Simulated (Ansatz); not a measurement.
# ClZn: vertical energies of changing the electron count

Computed with Ansatz 0.2.0 through its Python package.

Notebook, run cell by cell (the value of a cell's last expression is shown):

```python
from dataclasses import dataclass

import ansatz as az
```

```python
@dataclass(frozen=True)
class Options:
    basis: str = "def2-SVP"
    level: str = "ccsd_t"
```

```python
opts = Options()
```

```python
def energy_of(molecule, charge=0, unpaired=0):
    calc = molecule.calculation().basis(gaussian=opts.basis).correlation(opts.level)
    if charge:
        calc = calc.charge(charge)
    if unpaired:
        calc = calc.spin("collinear", total=unpaired)
    return calc.run(threads=1).report["free_energy_ev"]
```

```python
geometry_ang = [
    ("Zn", (0.0, 0.0, 0.0)),
    ("Cl", (0.0, 0.0, 2.16)),
]
mol = az.Crystal.molecule()
for symbol, xyz in geometry_ang:
    mol = mol.atom(symbol, xyz)
```

```python
# total-energy differences at one geometry
parent = energy_of(mol, 0, 1)
cation = energy_of(mol, 1, 0)
print(f"E(N)   = {parent:.5f} eV")
print(f"E(N-1) = {cation:.5f} eV  (0 unpaired)")
print(f"vertical ionisation energy {cation - parent:.3f} eV")
```

    E(N)   = -60883.33014 eV
    E(N-1) = -60875.11399 eV  (0 unpaired)
    vertical ionisation energy 8.216 eV

At this unrelaxed geometry removing an electron costs 8.22 eV.

Reading the output:
- Total energies depend on the basis set; only differences at equal settings carry meaning.
- The geometry is a force-field or estimated start, not a minimum of this method, and the basis set is short of its limit. All parts are taken at fixed geometry, without zero-point energy. At an unrelaxed start these energies can be a whole eV from those at the minimum, and a small affinity can change sign.
- The species is open-shell (spin multiplicity 2).
- Only the spin states typed were run; another state of an ion can lie lower, by up to an eV or two.
- The spin state was assumed, and another may lie lower.
- Timing: 2.4 s on 1 thread of Intel(R) Xeon(R) 6975P-C (Granite Rapids), on a shared host, peak memory 0.19 GiB.

(Lines on the test bed's own set-up are left out of the output.)
